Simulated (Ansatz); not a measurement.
Runs of Ansatz 0.2.0 on WAu. It takes space group F-43m (No. 216, cubic). The conventional cell has a = 5.496 Å, b = 5.496 Å, c = 5.496 Å, α = 90.00°, β = 90.00°, γ = 90.00°. W (site symmetry -43m) is surrounded by 4 Au at 2.38 Å. Au (site symmetry -43m) is surrounded by 4 W at 2.38 Å. The cell was built by a generator and needn't be a form met in nature.

| task | level | spin | cell | k mesh | cutoff (eV) | smearing | points for each segment of the path | gap on the mesh (eV) | pressure (GPa) | relaxed volume (Å³/atom) |
| --- | --- | --- | --- | --- | --- | --- | --- | --- | --- | --- |
| band structure | r2SCAN | SOC, no magnetisation | as given | 6 × 6 × 6 | 500 | fermi-dirac 0.05 eV | 14 | none | 28.5 | - |
| single point | PBE | off | as given | 8 × 8 × 8 | 420 | gaussian 0.02 eV | - | none | 32.7 | - |
| relaxation of cell and atoms | RPBE | off | relaxed | 8 × 8 × 8 | 420 | fermi-dirac 0.05 eV | - | none | 0.0 | 25.09 |
| relaxation of cell and atoms | revPBE | off | relaxed | 8 × 8 × 8 | 420 | fermi-dirac 0.05 eV | - | none | 0.0 | (a) |
| single point | PBE | off | as given | 8 × 8 × 8 | 420 | gaussian 0.018 eV | - | none | 32.7 | - |

Alike in all rows: potentials or basis Ansatz PAW.

Task: Estimate the missing entries.

Result: (a) 24.95.

Caveats: a pressure of tens of GPa on the cell as given is suspect, and the run, the potentials or the cell itself is likely at fault (some runs); the PAW data sets come from PBE, with cores solved anew for the run's functional, which leaves a small shift of forces and pressure (some runs); the volume moved by over 15 % at a fixed basis, so the end points are rough (some runs); the plane-wave basis is chosen anew once the cell has moved, so the energies of steps on either side of that aren't comparable (some runs).

A k mesh can miss the band edges, and rows without SOC leave out spin-orbit coupling on Au, W.

A gap of «none» marks a metal or a gap under the smearing width.
